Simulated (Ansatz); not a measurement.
# ZrGaF: from the start to rest, part 2 of 2

Aim: in ZrGaF, a known structure type filled with other elements, at an estimated volume, relax cell and atoms at 20 GPa, then read levels, charges and fields where it ends.

Ansatz 0.2.0; DFT, PBE, no spin polarisation, plane waves, PAW. Relaxing cell and atoms at 20 GPa. Earlier steps stand in the parts before.

**3. The log goes on: semilocal partner**

Output, continued:

```text
relax step   6: F+E_penalty+E_count = -17549.82110956 eV  Δ(F+E_penalty+E_count) = -2.451e-2 eV  max|allowed force component| = 2.483e-2 eV/Å  Δτ_max = 0.0101 Å  P = +19.894 GPa  Ω = 85.973 Å³  energy of the carried Pulay correction = +9.290e-3 eV  (7 SCF iters, dr2 threshold 6.00e-7 eV, accepted)
Crystal: 6 atoms, lattice volume = 85.942 Å³
iter 1 solved again at ethr=1.25e-6 eV; its pass at ethr=3.10e-3 eV (dr2=8.02e-4 eV) is discarded
SCF iter   1: F=—  HF=-17549.817906 eV  |F-HF|=—  |Δ(HF+E_count)|=         —  Δρ=8.33e-4  dr2=8.22e-4  ethr=1.25e-6  ⟨swp⟩=2.5  Hψ=7213  notcnv=0
preconditioner: auto → Kerker (q_TF=auto, 2.597 Å⁻¹)  [metal: Δε(μ)=0.012 eV  Ē_g=16.233 eV  σ=0.100 eV  W_gap=0.03  n_scr=24 (ndim 8)  ℏωp=31.0 eV  f_vac=0.008  D(μ)=2.22/eV (n_scr^D=12)]
SCF iter   2: F=—  HF=-17549.817784 eV  |F-HF|=—  |Δ(HF+E_count)|=   1.21e-4  Δρ=4.78e-4  dr2=3.42e-4  ethr=1.25e-6  ⟨swp⟩=1.0  Hψ=1560  notcnv=0
SCF iter   3: F=—  HF=-17549.817714 eV  |F-HF|=—  |Δ(HF+E_count)|=   6.97e-5  Δρ=9.97e-5  dr2=8.46e-6  ethr=5.35e-7  ⟨swp⟩=2.0  Hψ=2730  notcnv=0
SCF iter   4: F=—  HF=-17549.817705 eV  |F-HF|=—  |Δ(HF+E_count)|=   8.96e-6  Δρ=4.68e-5  dr2=3.05e-6  ethr=1.32e-8  ⟨swp⟩=3.0  Hψ=3198  notcnv=0
SCF iter   5: F=—  HF=-17549.817704 eV  |F-HF|=—  |Δ(HF+E_count)|=   1.61e-6  Δρ=1.66e-5  dr2=9.59e-7  ethr=4.77e-9  ⟨swp⟩=2.2  Hψ=2681  notcnv=0
SCF iter   6: F=-17549.817704 eV  HF=-17549.817704 eV  |F-HF|=6.56e-8  |Δ(HF+E_count)|=   1.61e-7  Δρ=8.76e-6  dr2=1.38e-7  ethr=3.25e-10  ⟨swp⟩=10.6  Hψ=14417  notcnv=0
SCF 7 converged in 6 iterations: F = -17549.817704 eV  dr2 = 1.38e-7
relax step   7: F+E_penalty+E_count = -17549.81770363 eV  Δ(F+E_penalty+E_count) = +3.406e-3 eV  max|allowed force component| = 8.116e-3 eV/Å  Δτ_max = 0.0079 Å  P = +19.912 GPa  Ω = 85.942 Å³  energy of the carried Pulay correction = +9.357e-3 eV  (6 SCF iters, dr2 threshold 2.08e-7 eV, accepted)
Crystal: 6 atoms, lattice volume = 85.903 Å³
iter 1 solved again at ethr=1.43e-7 eV; its pass at ethr=3.10e-3 eV (dr2=9.16e-5 eV) is discarded
SCF iter   1: F=—  HF=-17549.813026 eV  |F-HF|=—  |Δ(HF+E_count)|=         —  Δρ=3.15e-4  dr2=9.36e-5  ethr=1.43e-7  ⟨swp⟩=3.4  Hψ=8206  notcnv=0
preconditioner: auto → Kerker (q_TF=auto, 2.598 Å⁻¹)  [metal: Δε(μ)=0.006 eV  Ē_g=16.233 eV  σ=0.100 eV  W_gap=0.02  n_scr=24 (ndim 8)  ℏωp=31.0 eV  f_vac=0.008  D(μ)=2.19/eV (n_scr^D=12)]
SCF iter   2: F=—  HF=-17549.813003 eV  |F-HF|=—  |Δ(HF+E_count)|=   2.21e-5  Δρ=1.70e-4  dr2=3.55e-5  ethr=1.43e-7  ⟨swp⟩=1.2  Hψ=1570  notcnv=0
SCF iter   3: F=—  HF=-17549.812997 eV  |F-HF|=—  |Δ(HF+E_count)|=   6.60e-6  Δρ=3.81e-5  dr2=4.13e-6  ethr=5.54e-8  ⟨swp⟩=2.3  Hψ=2271  notcnv=0
SCF iter   4: F=—  HF=-17549.812996 eV  |F-HF|=—  |Δ(HF+E_count)|=   4.97e-7  Δρ=1.67e-5  dr2=7.30e-7  ethr=6.45e-9  ⟨swp⟩=2.5  Hψ=2707  notcnv=0
SCF iter   5: F=—  HF=-17549.812996 eV  |F-HF|=—  |Δ(HF+E_count)|=   7.31e-9  Δρ=1.46e-5  dr2=2.01e-7  ethr=1.14e-9  ⟨swp⟩=2.2  Hψ=2805  notcnv=0
SCF iter   6: F=-17549.812996 eV  HF=-17549.812996 eV  |F-HF|=6.89e-9  |Δ(HF+E_count)|=   1.78e-7  Δρ=5.44e-6  dr2=3.63e-8  ethr=2.67e-10  ⟨swp⟩=12.2  Hψ=14023  notcnv=0
SCF 8 converged in 6 iterations: F = -17549.812996 eV  dr2 = 3.63e-8
relax step   8: F+E_penalty+E_count = -17549.81299619 eV  Δ(F+E_penalty+E_count) = +4.707e-3 eV  max|allowed force component| = 1.417e-3 eV/Å  Δτ_max = 0.0020 Å  P = +19.992 GPa  Ω = 85.903 Å³  energy of the carried Pulay correction = +9.441e-3 eV  (6 SCF iters, dr2 threshold 1.71e-7 eV, accepted)
Basis set: ecut = 420 eV, 1697 PW (Γ), exchange–correlation on 50×50×96 points (8 copies of the dense FFT grid, shifted against one another)
Initial wavefunctions: pseudopotential atomic-orbital guess (no wavefunctions were taken with the density)
iter 1 solved again at ethr=3.18e-8 eV; its pass at ethr=3.10e-3 eV (dr2=2.03e-5 eV) is discarded
SCF iter   1: F=—  HF=-17549.814301 eV  |F-HF|=—  |Δ(HF+E_count)|=         —  Δρ=6.03e-4  dr2=1.81e-5  ethr=3.18e-8  ⟨swp⟩=3.1  Hψ=10742  notcnv=0
preconditioner: auto → Kerker (q_TF=auto, 2.598 Å⁻¹)  [metal: Δε(μ)=0.006 eV  Ē_g=16.235 eV  σ=0.100 eV  W_gap=0.02  n_scr=24 (ndim 8)  ℏωp=31.0 eV  f_vac=0.008  D(μ)=2.20/eV (n_scr^D=12)]
SCF iter   2: F=—  HF=-17549.815130 eV  |F-HF|=—  |Δ(HF+E_count)|=   8.29e-4  Δρ=3.13e-4  dr2=6.08e-6  ethr=2.83e-8  ⟨swp⟩=2.0  Hψ=2118  notcnv=0
SCF iter   3: F=—  HF=-17549.815421 eV  |F-HF|=—  |Δ(HF+E_count)|=   2.90e-4  Δρ=3.83e-5  dr2=1.65e-7  ethr=9.51e-9  ⟨swp⟩=2.0  Hψ=2413  notcnv=0
SCF iter   4: F=—  HF=-17549.815423 eV  |F-HF|=—  |Δ(HF+E_count)|=   2.88e-6  Δρ=9.28e-6  dr2=5.63e-8  ethr=2.57e-10  ⟨swp⟩=2.0  Hψ=2523  notcnv=0
SCF iter   5: F=—  HF=-17549.815424 eV  |F-HF|=—  |Δ(HF+E_count)|=   1.37e-7  Δρ=2.83e-6  dr2=1.80e-8  ethr=8.80e-11  ⟨swp⟩=2.0  Hψ=2115  notcnv=0
SCF iter   6: F=—  HF=-17549.815424 eV  |F-HF|=—  |Δ(HF+E_count)|=  5.78e-10  Δρ=1.18e-6  dr2=3.91e-9  ethr=2.82e-11  ⟨swp⟩=2.6  Hψ=2371  notcnv=0
SCF iter   7: F=—  HF=-17549.815424 eV  |F-HF|=—  |Δ(HF+E_count)|=  3.49e-10  Δρ=4.91e-7  dr2=5.12e-10  ethr=6.11e-12  ⟨swp⟩=2.5  Hψ=2240  notcnv=0
SCF iter   8: F=-17549.815424 eV  HF=-17549.815424 eV  |F-HF|=7.28e-12  |Δ(HF+E_count)|=    0.00e0  Δρ=1.11e-7  dr2=1.97e-11  ethr=1.00e-12  ⟨swp⟩=4.1  Hψ=8097  notcnv=0
SCF 9 converged in 8 iterations: F = -17549.815424 eV  dr2 = 1.97e-11
relax step   9: F+E_penalty+E_count = -17549.81542360 eV  Δ(F+E_penalty+E_count) = -2.427e-3 eV  max|allowed force component| = 2.600e-3 eV/Å  Δτ_max = 0.0000 Å  P = +19.997 GPa  Ω = 85.903 Å³  stress off target by 2.60e-1 GPa  SCF on the basis re-selected at this cell (its energy is not comparable with the rows above)  (8 SCF iters)
basis re-selected at this cell: Δ(F+E_penalty+E_count) = -2.427e-3 eV, ΔP = +0.005 GPa vs the last step (what re-selecting the basis moved, of the pressure what is left beyond the Pulay correction that the steps carried, after the strain that the cell walked since its last selection, with what the two solves' SCF thresholds leave and, on support functions, any second-order correction that the steps lacked; it is no measure of the basis error at this ecutwfc). The dense FFT grid was sized anew with the basis: this SCF ran on 25×25×48 points, the steps before it on 25×25×50, so part of this shift can come from that change (see relax.cell in the input reference). This SCF's stress stands 2.60e-1 GPa from its target on what of the cell is left free (relax.cell.stress_tol is 5.00e-2 GPa) and its largest allowed force component is 2.60e-3 eV/Å (relax.f_tol is 1.00e-2 eV/Å): not within both, so this SCF does not close the relaxation
Crystal: 6 atoms, lattice volume = 85.885 Å³
Basis set: ecut = 420 eV, 1689 PW (Γ), exchange–correlation on 50×50×96 points (8 copies of the dense FFT grid, shifted against one another)
iter 1 solved again at ethr=7.43e-7 eV; its pass at ethr=3.10e-3 eV (dr2=4.76e-4 eV) is discarded
SCF iter   1: F=—  HF=-17549.813666 eV  |F-HF|=—  |Δ(HF+E_count)|=         —  Δρ=7.17e-4  dr2=5.01e-4  ethr=7.43e-7  ⟨swp⟩=2.0  Hψ=6726  notcnv=0
preconditioner: auto → Kerker (q_TF=auto, 2.598 Å⁻¹)  [metal: Δε(μ)=0.044 eV  Ē_g=16.242 eV  σ=0.100 eV  W_gap=0.11  n_scr=24 (ndim 8)  ℏωp=31.0 eV  f_vac=0.007  D(μ)=2.20/eV (n_scr^D=12)]
SCF iter   2: F=—  HF=-17549.813594 eV  |F-HF|=—  |Δ(HF+E_count)|=   7.18e-5  Δρ=4.08e-4  dr2=1.83e-4  ethr=7.43e-7  ⟨swp⟩=1.0  Hψ=1560  notcnv=0
SCF iter   3: F=—  HF=-17549.813558 eV  |F-HF|=—  |Δ(HF+E_count)|=   3.61e-5  Δρ=8.93e-5  dr2=1.08e-5  ethr=2.86e-7  ⟨swp⟩=2.8  Hψ=2740  notcnv=0
SCF iter   4: F=—  HF=-17549.813529 eV  |F-HF|=—  |Δ(HF+E_count)|=   2.89e-5  Δρ=3.73e-5  dr2=1.60e-6  ethr=1.68e-8  ⟨swp⟩=2.0  Hψ=2438  notcnv=0
SCF iter   5: F=—  HF=-17549.813529 eV  |F-HF|=—  |Δ(HF+E_count)|=   4.35e-7  Δρ=1.83e-5  dr2=2.92e-7  ethr=2.51e-9  ⟨swp⟩=2.0  Hψ=2432  notcnv=0
SCF iter   6: F=-17549.813529 eV  HF=-17549.813529 eV  |F-HF|=1.43e-8  |Δ(HF+E_count)|=   4.14e-9  Δρ=5.47e-6  dr2=3.65e-8  ethr=2.64e-10  ⟨swp⟩=7.8  Hψ=9363  notcnv=0
SCF 10 converged in 6 iterations: F = -17549.813529 eV  dr2 = 3.65e-8
relax step  10: F+E_penalty+E_count = -17549.81352881 eV  Δ(F+E_penalty+E_count) = +1.895e-3 eV  max|allowed force component| = 2.454e-3 eV/Å  Δτ_max = 0.0061 Å  P = +20.027 GPa  Ω = 85.885 Å³  energy of the carried Pulay correction = +1.719e-5 eV  (6 SCF iters, dr2 threshold 1.69e-7 eV, accepted)
iter 1 solved again at ethr=3.78e-9 eV; its pass at ethr=3.10e-3 eV (dr2=2.42e-6 eV) is discarded
SCF iter   1: F=—  HF=-17549.813509 eV  |F-HF|=—  |Δ(HF+E_count)|=         —  Δρ=5.65e-5  dr2=1.10e-7  ethr=3.78e-9  ⟨swp⟩=3.5  Hψ=10729  notcnv=0
preconditioner: auto → Kerker (q_TF=auto, 2.598 Å⁻¹)  [metal: Δε(μ)=0.044 eV  Ē_g=16.240 eV  σ=0.100 eV  W_gap=0.11  n_scr=24 (ndim 8)  ℏωp=31.0 eV  f_vac=0.008  D(μ)=2.19/eV (n_scr^D=12)]
SCF iter   2: F=—  HF=-17549.813500 eV  |F-HF|=—  |Δ(HF+E_count)|=   8.57e-6  Δρ=2.88e-5  dr2=3.89e-8  ethr=1.71e-10  ⟨swp⟩=2.0  Hψ=2355  notcnv=0
SCF iter   3: F=—  HF=-17549.813504 eV  |F-HF|=—  |Δ(HF+E_count)|=   4.05e-6  Δρ=1.47e-6  dr2=3.94e-9  ethr=6.07e-11  ⟨swp⟩=2.0  Hψ=1867  notcnv=0
SCF iter   4: F=—  HF=-17549.813504 eV  |F-HF|=—  |Δ(HF+E_count)|=   3.16e-9  Δρ=5.09e-7  dr2=6.12e-10  ethr=6.15e-12  ⟨swp⟩=2.0  Hψ=1725  notcnv=0
SCF iter   5: F=—  HF=-17549.813504 eV  |F-HF|=—  |Δ(HF+E_count)|=  6.55e-11  Δρ=2.98e-7  dr2=7.69e-11  ethr=1.00e-12  ⟨swp⟩=2.0  Hψ=2424  notcnv=0
SCF iter   6: F=-17549.813504 eV  HF=-17549.813504 eV  |F-HF|=1.46e-11  |Δ(HF+E_count)|=  2.18e-11  Δρ=1.68e-7  dr2=2.36e-11  ethr=1.00e-12  ⟨swp⟩=5.0  Hψ=6493  notcnv=0
SCF 11 converged in 6 iterations: F = -17549.813504 eV  dr2 = 2.36e-11
relax step  11: F+E_penalty+E_count = -17549.81350421 eV  Δ(F+E_penalty+E_count) = +2.460e-5 eV  max|allowed force component| = 2.474e-3 eV/Å  Δτ_max = 0.0000 Å  P = +20.026 GPa  Ω = 85.885 Å³  stress off target by 2.74e-2 GPa  SCF on the basis re-selected at this cell (its energy is not comparable with the rows above)  (6 SCF iters)
basis re-selected at this cell: Δ(F+E_penalty+E_count) = +2.460e-5 eV, ΔP = -0.001 GPa vs the last step (what re-selecting the basis moved, of the pressure what is left beyond the Pulay correction that the steps carried, after the strain that the cell walked since its last selection, with what the two solves' SCF thresholds leave and, on support functions, any second-order correction that the steps lacked; it is no measure of the basis error at this ecutwfc). This SCF's stress stands 2.74e-2 GPa from its target on what of the cell is left free (relax.cell.stress_tol is 5.00e-2 GPa) and its largest allowed force component is 2.47e-3 eV/Å (relax.f_tol is 1.00e-2 eV/Å): within both
SCF converged after 6 iterations
Free energy (F): -17549.813504 eV
Harris-Foulkes:  -17549.813504 eV  (|F-HF|=1.46e-11)
Internal energy: -17549.741159 eV  (E = F + TS)
E sigma→0 (E₀):  -17549.777332 eV
Entropy (-TS):   -0.072345 eV (-12.058 meV/atom)
Fermi energy:    13.851982 eV
--- Per-component energies (eV) ---
  E_band       = -155.966421
  E_kinetic    = 1324.109484
  E_local      = -5539.182965  (includes V_loc(G=0)·N_el)
  E_nonlocal   = 1153.102249
  E_hartree    = 2360.125881
  E_xc         = -628.339202
  E_vxc        = -711.770917  (∫ρ·V_xc dr)
  E_paw        = -10279.397813  (= ΣΔE_a)
  E_vpaw       = -1102.480160  (= ΣTr[D̂ρ^β])
  E_aug_tail   = 0.003916  (compensation charges beyond the density's cutoff)
  E_ewald      = -5940.162710
  E_smearing   = -0.072345  (= −TS)
  E_closure    = -0.000000  (closes the sum)
  Σ components = -17549.813504   (vs F -17549.813504, Δ=0.00e0)
--- Forces (eV/Å), atoms counted from 1 ---
  atom   1  Zr     0.00000000     0.00000000     0.00247416
  atom   2  Zr    -0.00000000    -0.00000000    -0.00247416
  atom   3  F     -0.00000000     0.00000000     0.00000000
  atom   4  F      0.00000000     0.00000000     0.00000000
  atom   5  Ga    -0.00000000    -0.00000000    -0.00040571
  atom   6  Ga     0.00000000     0.00000000     0.00040571
  max |Σ_I F_I| component: 4.34e-19 eV/Å
--- Stress (GPa, compression-positive) ---
       20.027423       0.000000      -0.000000
        0.000000      20.027423      -0.000000
       -0.000000      -0.000000      20.022240
  P = ⅓ Tr σ = 20.0257 GPa (200.257 kbar)
--- Band table (eV; the first three rows and the last of 40) ---
  k-point 0: bands = ["-34.9103", "-34.7446", "-13.3920", "-13.0901", "-13.0183", "-13.0183", "-12.5554", "-12.5554", "-11.7561", "-10.8873", "-1.5812", "-1.5275", "-1.5275", "-1.4659", "-1.4629", "-1.4293", "-1.4152", "-1.3926", "-1.3926", "-1.3610", "4.6742", "5.9603", "6.0619", "6.0619", "7.3613", "8.3227", "8.3227", "9.0519", "11.9738", "12.4330", "14.6108", "14.6108", "14.6241", "14.9672", "14.9672", "15.1307", "15.8236", "15.8521", "16.7751"]
  k-point 1: bands = ["-34.9102", "-34.7446", "-13.3854", "-13.1015", "-13.0184", "-13.0184", "-12.5553", "-12.5553", "-11.7500", "-10.8873", "-1.5900", "-1.5264", "-1.5264", "-1.4617", "-1.4560", "-1.4286", "-1.4158", "-1.3941", "-1.3941", "-1.3622", "4.5304", "6.0672", "6.0672", "6.1742", "7.3674", "8.3206", "8.3206", "8.9873", "11.9243", "12.3990", "14.5720", "14.5720", "14.6257", "14.8844", "14.8844", "15.2062", "15.8043", "15.9544", "16.9669"]
  k-point 2: bands = ["-34.9102", "-34.7447", "-13.3685", "-13.1289", "-13.0186", "-13.0186", "-12.5550", "-12.5550", "-11.7364", "-10.8874", "-1.6058", "-1.5238", "-1.5238", "-1.4589", "-1.4375", "-1.4270", "-1.4175", "-1.3977", "-1.3977", "-1.3648", "4.2934", "6.0791", "6.0791", "6.5926", "7.3809", "8.3166", "8.3166", "8.8236", "11.8193", "12.3020", "14.4294", "14.4294", "14.6294", "14.8103", "14.8103", "15.3712", "15.7619", "16.3314", "17.3524"]
  k-point 39: bands = ["-34.8159", "-34.8076", "-13.2949", "-13.2305", "-13.2001", "-13.1326", "-12.6142", "-12.6046", "-11.3099", "-11.2586", "-1.6038", "-1.4451", "-1.4289", "-1.4266", "-1.4265", "-1.4174", "-1.4122", "-1.4026", "-1.3585", "-1.3417", "3.5221", "5.9930", "6.2236", "6.4696", "8.0419", "8.1920", "8.7607", "8.9968", "12.4318", "12.9026", "13.1145", "13.4860", "13.4937", "15.0912", "15.7067", "16.0156", "16.4257", "17.1203", "17.5557"]
--- Relaxed structure (9 steps of the walk, 9 accepted, 2 SCFs on fresh bases) ---
  F+E_penalty+E_count = -17549.81350421 eV   max|allowed force component| = 2.474e-3 eV/Å   (the final SCF, on the basis selected at the relaxed cell)
  cell:  # Å, volume = 85.8848 Å³
    - [-2.3670144889603497e-15, 3.699935295280821, -1.3197015393070176e-7]
    - [3.699935295280821, -2.3670144955819657e-15, -1.3197015394473625e-7]
    - [1.8499674238662769, 1.8499674238662769, -6.273765724984862]
  atoms:
    - { symbol: Zr, position: [0.3129246896886097, 0.3129246896886097, 0.3741506206227806] }
    - { symbol: Zr, position: [0.6870753103113907, 0.6870753103113907, 0.6258493793772195] }
    - { symbol: F, position: [0.5000000000000001, 5.104647365350491e-19, -1.0209327817925485e-18] }
    - { symbol: F, position: [5.104647365350491e-19, 0.5000000000000001, -1.0209327817925485e-18] }
    - { symbol: Ga, position: [0.11294165447680898, 0.11294165447680904, 0.7741166910463821] }
    - { symbol: Ga, position: [0.887058345523191, 0.887058345523191, 0.22588330895361833] }
--- Löwdin populations: 6 sites ---
  site symbol       q [e]
     0     Zr     11.5411
     1     Zr     11.5411
     2      F      7.4203
     3      F      7.4203
     4     Ga     12.9420
     5     Ga     12.9420
  spilling = 0.003019 (of n_electrons = 64.000000)
--- Bader charges: 6 sites ---
  site symbol  charge [e]  shift [e]
     0     Zr      0.9655     0.0003
     1     Zr      0.9655     0.0003
     2      F     -0.8107     0.0002
     3      F     -0.8107     0.0002
     4     Ga     -0.1548     0.0001
     5     Ga     -0.1548     0.0001
  estimated error of the sums over rays = 6.8e-4 e
```

Wall time 85 s (2 threads of an x86-64 CPU, shared host); peak memory 0.55 GiB.

Step by step:

| step | energy from step 1 (eV/cell) | largest force component (eV/Å) | pressure (GPa) | volume (Å³) |
| --- | --- | --- | --- | --- |
| 1 | 0.0000 | 2.0084 | 14.99 | 90.43 |
| 2 | -0.7365 | 1.0661 | 16.64 | 87.96 |
| 3 | -0.8039 | 0.6132 | 23.84 | 84.34 |
| 4 | -1.1947 | 0.0589 | 17.40 | 87.25 |
| 5 | -1.0241 | 0.1373 | 20.23 | 85.79 |
| 6 | -1.0486 | 0.0248 | 19.89 | 85.97 |
| 7 | -1.0452 | 0.0081 | 19.91 | 85.94 |
| 8 | -1.0405 | 0.0014 | 19.99 | 85.90 |
| 9 | -1.0429 | 0.0026 | 20.00 | 85.90 |
| 10 | -1.0410 | 0.0025 | 20.03 | 85.88 |
| 11 | -1.0410 | 0.0025 | 20.03 | 85.88 |

Step 1 is the start. Steps 9, 11 repeat the geometry before on a plane-wave basis chosen anew for that cell, so the energy can jump there without any move; the table keeps such jumps.

| input's cell | before | after | change |
| --- | --- | --- | --- |
| a (Å) | 3.592 | 3.700 | +3.0 % |
| b (Å) | 3.592 | 3.700 | +3.0 % |
| c (Å) | 7.455 | 6.797 | -8.8 % |
| α (°) | 76.06 | 74.21 | -1.85° |
| β (°) | 76.06 | 74.21 | -1.85° |
| volume (Å³/atom) | 15.07 | 14.31 | -5.0 % |

The largest move, 0.22 Å, apart from the change of the cell, is shared by several atoms, Ga5 among them.

At a target of 20 GPa the walk lowers the enthalpy E + PV, so the energy alone may rise.

**4. Total and projected density of states**

Counts of states in windows (eV from the Fermi level; tetrahedra), total and projected:

| from | to | total | F p | Ga s | Ga p | Zr d |
| --- | --- | --- | --- | --- | --- | --- |
| -4.5 | -4.0 | 0.51 | 0.15 | 0.16 | 0.07 | 0.10 |
| -4.0 | -3.5 | 0.00 | 0.00 | 0.00 | 0.00 | 0.00 |
| -3.5 | -3.0 | 0.00 | 0.00 | 0.00 | 0.00 | 0.00 |
| -3.0 | -2.5 | 0.38 | 0.02 | 0.02 | 0.07 | 0.20 |
| -2.5 | -2.0 | 1.21 | 0.08 | 0.04 | 0.22 | 0.72 |
| -2.0 | -1.5 | 1.73 | 0.09 | 0.05 | 0.29 | 1.14 |
| -1.5 | -1.0 | 1.65 | 0.06 | 0.04 | 0.41 | 1.01 |
| -1.0 | -0.5 | 2.06 | 0.08 | 0.02 | 0.43 | 1.43 |
| -0.5 | 0.0 | 0.82 | 0.04 | 0.01 | 0.19 | 0.54 |
| 0.0 | 0.5 | 1.44 | 0.10 | 0.05 | 0.36 | 0.85 |
| 0.5 | 1.0 | 1.63 | 0.11 | 0.03 | 0.29 | 1.14 |
| 1.0 | 1.5 | 1.06 | 0.08 | 0.03 | 0.19 | 0.72 |
| 1.5 | 2.0 | 1.91 | 0.11 | 0.21 | 0.26 | 1.26 |

The bands computed are complete only to about 2.4 eV above the Fermi level.

**5. Charges**

Gathered by element (positive charge: electrons given up): Löwdin charges also hold the electrons that the projection spills.

| element | atoms | Bader charge (e) | Bader volume (Å³) | Löwdin charge (e) |
| --- | --- | --- | --- | --- |
| Zr | 2 | +0.97 | 16.3 | +0.46 |
| F | 2 | -0.81 | 11.2 | -0.42 |
| Ga | 2 | -0.15 | 15.4 | +0.06 |

The Löwdin projection spills 0.3 % of the electrons and depends on the orbitals chosen; where it disagrees with Bader's partition, neither is an observable.

**6. Real-space fields**

Maps in the plane spanned by a and b at height 0.000 along c (axes of the input's cell), one cell: a runs left to right (11 points from zero), b bottom to top (11 points), 90° apart. Inside the augmentation spheres the fields are the smooth ones.

Valence density. Ten steps from '0' (0.03 e/Å³) to '9' (12.10 e/Å³), finer at the low end (step k begins (100^(k/10) - 1)/99 of the way up):
```
11136886311
11113553111
33111111113
76310000136
98510000158
98510000158
76310000136
33111111113
11113553111
11136886311
11137997311
```

ELF. Values, 11 rows by 11 columns:
```
0.17 0.14 0.11 0.44 0.80 0.77 0.77 0.80 0.44 0.11 0.14
0.14 0.11 0.06 0.15 0.62 0.80 0.80 0.62 0.15 0.06 0.11
0.56 0.44 0.15 0.03 0.14 0.42 0.42 0.14 0.03 0.15 0.44
0.80 0.80 0.62 0.14 0.03 0.05 0.05 0.03 0.14 0.62 0.80
0.55 0.77 0.80 0.42 0.05 0.02 0.02 0.05 0.42 0.80 0.77
0.55 0.77 0.80 0.42 0.05 0.02 0.02 0.05 0.42 0.80 0.77
0.80 0.80 0.62 0.14 0.03 0.05 0.05 0.03 0.14 0.62 0.80
0.56 0.44 0.15 0.03 0.14 0.42 0.42 0.14 0.03 0.15 0.44
0.14 0.11 0.06 0.15 0.62 0.80 0.80 0.62 0.15 0.06 0.11
0.17 0.14 0.11 0.44 0.80 0.77 0.77 0.80 0.44 0.11 0.14
0.20 0.17 0.14 0.56 0.80 0.55 0.55 0.80 0.56 0.14 0.17
```

Atoms within 0.2 Å of the plane, in fractions of a and b: F at (0.50, 0.00), F at (0.00, 0.50).

Scans along the contacts give these minima of the density:

| contact | length (Å) | minimum at (fraction) | density (e/Å³) | ELF |
| --- | --- | --- | --- | --- |
| Zr1–Ga5 | 2.509 | 0.50 | 0.343 | 0.16 |
| F3–F4 | 2.616 | 0.50 | 0.117 | 0.04 |

**7. Results**

What follows sums up all 2 parts.

| quantity | value |
| --- | --- |
| moves | 8 |
| largest move | 0.22 Å (Ga) |
| space group (0.01 Å), before / after | I4/mmm / I4/mmm |
| cell | a = 3.700 Å, b = 3.700 Å, c = 6.797 Å, α = 74.21°, β = 74.21°, γ = 90.00° |
| volume | 14.31 Å³/atom (-5.0 %) |
| pressure at the end | 20.03 GPa |
| character | metal |
| density of states, mean within 0.25 eV of the Fermi level | 1.8 per eV per cell |
| Bader charges | Zr +0.97, F -0.81, Ga -0.15 e |

What this shows: The volume shrank by 5.0 %, and the largest move of an atom is 0.22 Å apart from the change of the cell. The shape changed more than that tells: the edges moved by +3, +3, -9 %. With 16 symmetry operations imposed, the end may be a saddle point towards distortions that break them. It is a metal; within 0.25 eV of the Fermi level the density of states averages 1.8 per eV per cell, mostly Zr d (60 %) and Ga p (25 %). Zr loses most charge (+0.97 e on average) and F gains most (-0.81 e).
